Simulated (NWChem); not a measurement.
The system is SiTe.

```
Si Te
1.0
     3.76795    0.00000    0.00000
     0.00000    3.76795    0.00000
     0.00000    0.00000    3.76795
Si Te
1 1
Direct
  0.00000 0.00000 0.00000
  0.50000 0.50000 0.50000
```

The cell was built by a generator and needn't be a form met in nature.

```yaml
Program: NWChem 7.3.0
Task: single point
Functional: PBE
Potentials_or_basis: NWChem's default library (pspw_default)
Cutoff: 544 eV
Density_cutoff: 1088 eV
k_mesh: 7 × 7 × 7
Occupations: fermi-dirac, width 0.05 eV
Spin: no spin polarisation
```

On this cell: pressure -11.5 GPa.

The same run follows on a disturbed copy (cell strained along its third axis by +2 %):

```
CELL_PARAMETERS angstrom
3.76795 0.00000 0.00000
0.00000 3.76795 0.00000
0.00000 0.00000 3.84331
ATOMIC_POSITIONS crystal
Si 0.00000 0.00000 0.00000
Te 0.50000 0.50000 0.50000
```

Question: What changes?

Answer: The energy moves by +39.2 meV/atom; pressure -11.5 GPa.

Stress tensor (GPa, compression positive):
```
-11.42   0.00   0.00
  0.00 -11.42   0.00
  0.00   0.00 -11.79
```

Caveats: potentials of this library can shift pressures by several GPa and gaps by up to half an eV, enough to turn an indirect gap into a direct one.
